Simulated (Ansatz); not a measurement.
# SnSe2: the cost of one run

Code: Ansatz 0.2.0. PAW datasets, plane waves. Computed at 0 K without zero-point motion; spin polarisation is off.

### 1 The cell

The unstrained cell was relaxed with r2SCAN+rVV10; in each strained cell the atoms were relaxed again with r2SCAN+rVV10. Names of k-points are those of the unstrained zone, where strain can split equivalent points. First state: no strain.

The symmetry is P-3m1 (No. 164, trigonal); a = 3.825 Å, c = 6.227 Å in the conventional setting, 26.30 Å³ an atom. Around Sn lie 6 Se at 2.71 Å; around Se lie 3 Sn at 2.71 Å.

Coordinates:

```cif
data_structure
_symmetry_space_group_name_H-M 'P 1'
_symmetry_Int_Tables_number 1
_cell_length_a 3.8251
_cell_length_b 3.8251
_cell_length_c 6.2271
_cell_angle_alpha 90.000
_cell_angle_beta 90.000
_cell_angle_gamma 120.000
_cell_volume 78.91
loop_
_atom_site_label
_atom_site_type_symbol
_atom_site_fract_x
_atom_site_fract_y
_atom_site_fract_z
_atom_site_occupancy
Sn1 Sn 0.00000 0.00000 0.00000 1
Se1 Se 0.33333 0.66667 0.25308 1
Se2 Se 0.66667 0.33333 0.74692 1
```

### 2 No strain: PBE

File input.yaml:

```yaml
crystal:
  lattice:
    - [3.8251493298, 0.0, 0.0]
    - [-1.9125746649, 3.3126764929, 0.0]
    - [0.0, 0.0, 6.2270790644]
  atoms:
    - { symbol: Sn, position: [0.0, 0.0, 0.0] }
    - { symbol: Se, position: [0.3333333333, 0.6666666667, 0.2530782229] }
    - { symbol: Se, position: [0.6666666667, 0.3333333333, 0.7469217771] }
kpoints:
  mp_grid: { grid: [12, 12, 4] }
  band_path:
    path:
      - [0.0, 0.0, 0.0]
      - [0.5, 0.0, 0.0]
      - [0.3333333333, 0.3333333333, 0.0]
      - [0.0, 0.0, 0.5]
      - [0.5, 0.0, 0.5]
      - [0.3333333333, 0.3333333333, 0.5]
      - [-0.088542, 0.171875, 0.0]
      - [0.0, 0.458333, 0.34375]
    npoints: 1
hamiltonian:
  xc: pbe
scf:
  occupations: { method: fermi_dirac, width: 0.02 }
  n_extra_bands: 4
output:
  forces: true
  stress: true
  eigenvalues: true
```

Run with:

```bash
$ ansatz run input.yaml --threads 2 --pin off --max-ram 29491MiB --backend cpu --events-out ev --progress --plain --runs-dir out
```

Q: Estimate wall time and peak memory on 2 threads of AMD EPYC 7R13 (Zen 3), shared host.

About 3.1 s, with a peak of 0.56 GiB.
